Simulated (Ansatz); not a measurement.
# ClF2H3OSi2: basis-set convergence

How large a basis does ClF2H3OSi2 need? Two functionals are run in growing sets.

Computed with Ansatz 0.2.0, Gaussian basis. Level: one geometry, several basis sets.

The runs, in order: PBE0-D4/def2-SVP; ωB97M-V/def2-SVP; PBE0-D4/def2-QZVPP; ωB97M-V/def2-QZVPP; the functionals' def2-TZVPP values are taken from earlier runs.

### 1 Structure used throughout

All runs share one geometry, relaxed beforehand with PBE0-D4 in a triple-zeta def2 set.

SMILES `F[Si](F)(Cl)O[SiH3]`, 9 atoms, charge 0, spin multiplicity 1.

Atoms are counted from 1 here; the program's logs count them from 0.

Bond lengths: F1–Si2 1.574 Å, Si2–F3 1.574 Å, Si2–Cl4 2.011 Å, Si2–O5 1.587 Å, O5–Si6 1.645 Å, Si6–H7 1.480 Å, Si6–H8 1.482 Å, Si6–H9 1.482 Å. Angles: F1–Si2–F3 107.0°, F1–Si2–Cl4 108.9°, F1–Si2–O5 110.5°, F3–Si2–Cl4 108.9°, F3–Si2–O5 110.5°, Cl4–Si2–O5 110.9°, Si2–O5–Si6 158.2°, O5–Si6–H7 107.7°, O5–Si6–H8 109.1°, O5–Si6–H9 109.1°, H7–Si6–H8 110.4°, H7–Si6–H9 110.4°, H8–Si6–H9 110.2°.

### 2 PBE0-D4 in def2-SVP

in.yaml

```yaml
crystal:
  periodic: [false, false, false]
  atoms:
    - {symbol: F, position_ang: [-2.046894, -1.352671, 0.128683]}
    - {symbol: Si, position_ang: [-0.915455, -0.877508, -0.857176]}
    - {symbol: F, position_ang: [-0.051962, -2.145258, -1.210917]}
    - {symbol: Cl, position_ang: [-1.768034, -0.179570, -2.539641]}
    - {symbol: O, position_ang: [-0.014567, 0.237135, -0.174854]}
    - {symbol: Si, position_ang: [1.002290, 0.917486, 0.924522]}
    - {symbol: H, position_ang: [1.264225, 2.309306, 0.493533]}
    - {symbol: H, position_ang: [2.264819, 0.141922, 0.961357]}
    - {symbol: H, position_ang: [0.354179, 0.902857, 2.257394]}
basis:
  gaussian: {orbitals: def2-SVP}
hamiltonian: {xc: pbe0, dispersion: d4}
output: {orbitals: {seedname: orbitals}}
```

Further steps of the session: ωB97M-V in def2-SVP; PBE0-D4 in def2-QZVPP; ωB97M-V in def2-QZVPP.

Q: Predict the results of all the runs planned. Wanted: PBE0-D4: double and triple zeta above quadruple; ωB97M-V: double and triple zeta above quadruple.

As calculated:

| quantity | value |
| --- | --- |
| PBE0-D4: double and triple zeta above quadruple | 21.33, 1.37 eV |
| ωB97M-V: double and triple zeta above quadruple | 21.35, 1.27 eV |

In words: For PBE0-D4 the step from double to triple zeta gains 19.96 eV and the next only 1.37 eV. Total energies overstate the basis error of differences, where much of it tends to cancel. The LUMO of ωB97M-V is positive and keeps falling with the basis (2.09 to 1.02 eV): an unbound level that the basis holds in place.
